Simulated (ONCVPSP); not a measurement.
# F: generating and testing an ONCV potential

Aim: build the potential from the settings below, then test how well it stands in for the atom: other configurations, scattering, ghost states and the plane-wave cutoff that it needs.

Program: ONCVPSP 4.0.1.1 (patched build). Reference atom: PBE, scalar-relativistic, spherical and spin-unpolarised. All values are calculated.

**1. Starting point**

Typed settings, in words:

- element: fluorine (F, Z = 9)
- type: optimised norm-conserving Vanderbilt (ONCV)
- frozen core: [He]
- valence charge: 7
- reference configuration: 2s2 2p5
- partial waves: 2s: rc 0.65 bohr, ncon 4, nbas 7, qcut 11.7 1/bohr, 2 projectors, debl 0.5 Ha; 2p: rc 0.65 bohr, ncon 3, nbas 8, qcut 13 1/bohr, local; d scattering state at 0.14 Ha: rc 1.00 bohr, ncon 4, nbas 7, qcut 8.1 1/bohr, 2 projectors, debl 0.9 Ha
- local potential: the p channel
- core correction: not asked for

**2. The generation run**

Contents of F.dat:

```
# ATOM AND REFERENCE CONFIGURATION
# atsym  z   nc   nv     iexc    psfile
  F 9.00    1    2        4      upf
#
#   n    l    f
    1    0    2.00
    2    0    2.00
    2    1    5.00
#
# PSEUDOPOTENTIAL AND OPTIMIZATION
# lmax
    2
#
#   l,   rc,      ep,       ncon, nbas, qcut
    0    0.65    0.00    4    7   11.70
    1    0.65    0.00    3    8   13.00
    2    1.00    0.14    4    7    8.10
#
# LOCAL POTENTIAL
# lloc, lpopt,  rc(5),   dvloc0
    1    5    0.65    0.00
#
# VANDERBILT-KLEINMAN-BYLANDER PROJECTORs
# l, nproj, debl
    0    2    0.50
    1    0    2.60
    2    2    0.90
#
# MODEL CORE CHARGE
# icmod, fcfact, rcfact
    0    0.00    0.00
#
# LOG DERIVATIVE ANALYSIS
# epsh1, epsh2, depsh
   -3.00    5.00    0.02
#
# OUTPUT GRID
# rlmax, drl
    6.00    0.01
#
# TEST CONFIGURATIONS
# ncnf
    4
# nvcnf
#   n    l    f
    2
    2    0    2.00
    2    1    4.00
#
    2
    2    0    2.00
    2    1    3.00
#
    2
    2    0    2.00
    2    1    2.00
#
    2
    2    0    2.00
    2    1    1.00
#
```

Command:

```sh
oncvpsp.x < F.dat > F.out
```

Before running it: what results should come out? Wanted: cutoffs for 1 and 0.1 mHa per electron, occupied waves; bound ghosts; GHOST(+) flags; largest test error; largest phase difference near zero energy, channels read; projector energies reset by the program.

**Answer**, as computed:

```
                                                quantity                  value
  cutoffs for 1 and 0.1 mHa per electron, occupied waves       82 Ha and 465 Ha
                                            bound ghosts             none found
                                          GHOST(+) flags           d at 1262 eV
                            largest test error (AE − PS)  +232 meV, for 2s2 2p1
largest phase difference near zero energy, channels read              0.000 rad
                 projector energies reset by the program    s: -1.099, 0.250 Ha
```

In words: By total energies transferability is fair for so large an energy: the largest error is 232 meV on 204.2 eV, for 2s2 2p1. That test lies far up in energy; among those under 40 eV, nearer to bonding, the largest error is 5.1 meV. It counts as very hard, with 82 Ha needed at the looser tolerance. The tighter tolerance needs 465 Ha, and converged work needs a cutoff nearer that. At the looser tolerance the 2p wave is the slowest; 2s needs 57 Ha. The program's ghost test flags no bound state. Near zero energy the phases of the channels with partial waves agree within 0.001 rad. The program also flags highly localised states, GHOST(+) (d). These are tests on the free atom; a crystal test is still owed.
